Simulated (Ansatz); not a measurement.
# Al2Cl4F2: the cost of one run

Method: the settings change from run to run; program: Ansatz 0.2.0, Gaussian basis.

**1. The geometry**

The structure was relaxed beforehand with PBE0-D4 in a triple-zeta def2 set.

8 atoms, charge 0, spin multiplicity 1.

Atoms are counted from 1 here; the program's logs count them from 0.

Bond lengths: Cl1–Al2 2.066 Å, Al2–Cl3 2.066 Å, Al2–F4 1.808 Å, Al2–F8 1.807 Å, F4–Al5 1.807 Å, Al5–Cl6 2.066 Å, Al5–Cl7 2.066 Å, Al5–F8 1.808 Å. Angles: Cl1–Al2–Cl3 124.2°, Cl1–Al2–F4 111.0°, Cl1–Al2–F8 111.0°, Cl3–Al2–F4 110.9°, Cl3–Al2–F8 111.0°, F4–Al2–F8 80.4°, Al2–F4–Al5 99.6°, F4–Al5–Cl6 111.0°, F4–Al5–Cl7 111.0°, F4–Al5–F8 80.4°, Cl6–Al5–Cl7 124.2°, Cl6–Al5–F8 111.0°, Cl7–Al5–F8 110.9°, Al2–F8–Al5 99.6°.

**2. MP2/x2c-TZVPPall**

Set apart from the defaults: coordinates scaled by 1.25.

Contents of in.yaml:

```yaml
crystal:
  periodic: [false, false, false]
  atoms:
    - {symbol: Cl, position_ang: [-1.099567, -2.876225, 2.084287]}
    - {symbol: Al, position_ang: [0.454045, -1.598875, 0.464590]}
    - {symbol: Cl, position_ang: [2.645634, -2.561737, -0.504280]}
    - {symbol: F, position_ang: [0.738583, 0.539959, 1.135503]}
    - {symbol: Al, position_ang: [-0.454309, 1.598865, -0.464392]}
    - {symbol: Cl, position_ang: [-2.645330, 2.564160, 0.503270]}
    - {symbol: Cl, position_ang: [1.100867, 2.873908, -2.084442]}
    - {symbol: F, position_ang: [-0.739924, -0.540056, -1.134522]}
basis:
  gaussian: {orbitals: x2c-TZVPPall}
hamiltonian: {xc: {name: HF}}
correlation: {method: mp2}
output: {forces: true}
```

Launch:

```bash
> ansatz run in.yaml --threads 4 --pin off --events-out ev --progress --plain --max-ram 11315MiB
```

**Question.** How long does this run take on 4 threads of Intel Xeon Platinum 8259CL at 2.50GHz, shared host, and how much memory does it need?

About 20 s, with a peak of 1.2 GiB.
